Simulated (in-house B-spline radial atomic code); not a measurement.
**As²⁹⁺: ionisation energy by several methods**

How far do functionals differ on the ionisation energy of As²⁹⁺? Each run solves As²⁹⁺ and then the next ion ([He] 2s1).

Method: non-relativistic, several functionals, spin-polarised, exact exchange averaged over the configuration; spherical all-electron atom at the radial basis limit. Code: in-house B-spline radial atomic code version 1.

### 1 What is computed

| Item | Value |
| --- | --- |
| element | arsenic (Z = 33) |
| charge | +29 |
| electrons | 4 |
| configuration | [He] 2s2 |
| nucleus | point |

Outer shells as boxes (Hund's rule):

[He] 2s2
```
[He] core
2s [↑↓]
```

Where spins are not typed, each open shell is filled with up spins first.

### 2 PBE0, a global hybrid

The run's settings:

```ini
Z = 33
electrons = 4.0
configuration = [He] 2s2
hamiltonian = nr
method = pbe0
spin_polarised = True
exact_exchange = averaged over the configuration
```

Command:

```sh
python run_scf.py task.json out
```

The settings of every run stand in task.json; they run in order.

### 3 r2SCAN0, a global hybrid

The settings differ from step 2 so:

```diff
@@ -4,3 +4,3 @@
 hamiltonian = nr
-method = pbe0
+method = r2scan0
 spin_polarised = True
```

### 4 ωB97X, a range-separated hybrid

The settings differ from step 3 so:

```diff
@@ -4,3 +4,3 @@
 hamiltonian = nr
-method = r2scan0
+method = wb97x
 spin_polarised = True
```

The tabulated ionisation energy is 3287 ± 3 eV (semi-empirical; NIST Atomic Spectra Database). What does each method give, and which comes nearest?

**Answer**, as computed:

| method | rung | total energy (hartree) | ΔSCF (eV) | −ε highest (eV) | ΔSCF less tabulated (eV) |
| --- | --- | --- | --- | --- | --- |
| PBE0 | global hybrid | -1310.1493 | 3227.48 | 3190.32 (2s up) | -59.52 |
| r2SCAN0 | global hybrid | -1310.2251 | 3224.25 | 3192.38 (2s up) | -62.75 |
| ωB97X | range-separated hybrid | -1310.8116 | 3221.98 | 3191.08 (2s up) | -65.02 |

What this shows: The tabulated ionisation energy is 3287 ± 3 eV (semi-empirical; NIST Atomic Spectra Database). PBE0 comes nearest (-59.52 eV) and ωB97X is farthest (-65.02 eV, 2.0 %). All methods miss on the same side by much the same amount, which points to something that they share. These runs lack relativity altogether, which can outweigh the gaps between the methods, so the nearest may be so by luck. These runs leave out relativity, which matters at this nuclear charge.
